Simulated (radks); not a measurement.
# Sc in [Ar] 3d1 4s2: an all-electron calculation

The task here is to estimate one member of a computed series from the others.

Method: non-relativistic Kohn-Sham, r2SCAN, spin-unpolarised, spherical densities, point nucleus. Code: radks (a radial shooting solver on a logarithmic mesh, Libxc functionals) version 1.

## Starting point

- element: scandium (Z = 21)
- charge: 0
- electrons: 21
- configuration: [Ar] 3d1 4s2

The outer shells:

Sc
```
[Ar] core
3d [↑ ][  ][  ][  ][  ]
4s [↑↓]
```

Set-up of the first run:

Input:

```text
Z 21
configuration [Ar] 3d1 4s2 4p0 5s0 4d0 4f0
relativity non-relativistic
functional r2scan,r2scan
spin unpolarised
nucleus point
```

One table of the session follows, with a row left open; its other results are not shown here.

It belongs to the step «Shells». From the orbitals of this run (lengths in bohr):

```
level     <r>  outermost maximum (interpolated)  90 % within  nodes
   1s       ?                                 ?            ?      ?
   2s  0.3450                             0.285        0.536      1
   2p  0.3082                             0.233        0.507      0
   3s   1.082                             0.932         1.62      2
   3p   1.170                             0.971         1.80      1
   4s   3.780                              3.17         5.65      3
   3d   1.857                              1.10         3.39      0
   4p   4.698                              3.95         7.02      2
```

Q: Estimate the row for 1s from the others.

As computed: <r>: 0.07361; outermost maximum (interpolated): 0.0484; 90 % within: 0.131; nodes: 0. In the column «<r>» it is the lowest.

Limits of these values: Spin polarisation and multiplet splitting are left out.
